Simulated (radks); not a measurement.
# Ti¹⁷⁺ in [He] 2s1 2p2: an all-electron calculation

What are the levels of the titanium ion Ti17+, how large are its shells, and how does its energy divide?

Method: scalar-relativistic Kohn-Sham, SCAN, spin-polarised, spherical densities, finite nucleus; open shells are filled with parallel spins first. Code: radks (a radial shooting solver on a logarithmic mesh, Libxc functionals) version 1.

## Step 1: The atom as given

```
element            : titanium (Z = 22)
charge             : +17
electrons          : 5
configuration      : [He] 2s1 2p2
nuclear rms radius : 3.5921 fm
```

The outer shells:

Ti¹⁷⁺
```
[He] core
2s [↑ ]
2p [↑ ][↑ ][  ]
```

## Step 2: Self-consistent calculation

Input:

```text
Z 22
configuration [He] 2s1 2p2 3s0 3p0
relativity scalar-relativistic
functional scan,scan
spin polarised
nucleus finite rms 3.5921 fm
c 137.035999084
```

Q: Predict the outcome of this run.

The runs gave:

```
                        quantity                    value
                    total energy       -618.58984 hartree
exchange-correlation share of it                   3.45 %
                            −T/E                   1.0111
          highest occupied level        2p up, -1178.8 eV
    most extended occupied level  2s up, <r> = 0.294 bohr
 radius at density 0.001 e/bohr³               0.880 bohr
    maxima of the radial density                        2
```

2 principal shells are occupied and 2 maxima appear in the radial density. −T/E is 1.011: with relativity the kinetic term as defined here no longer equals −E. This is not the tabulated ground configuration, so its levels and sizes aren't those of the ground state, and no measured value stands beside it.
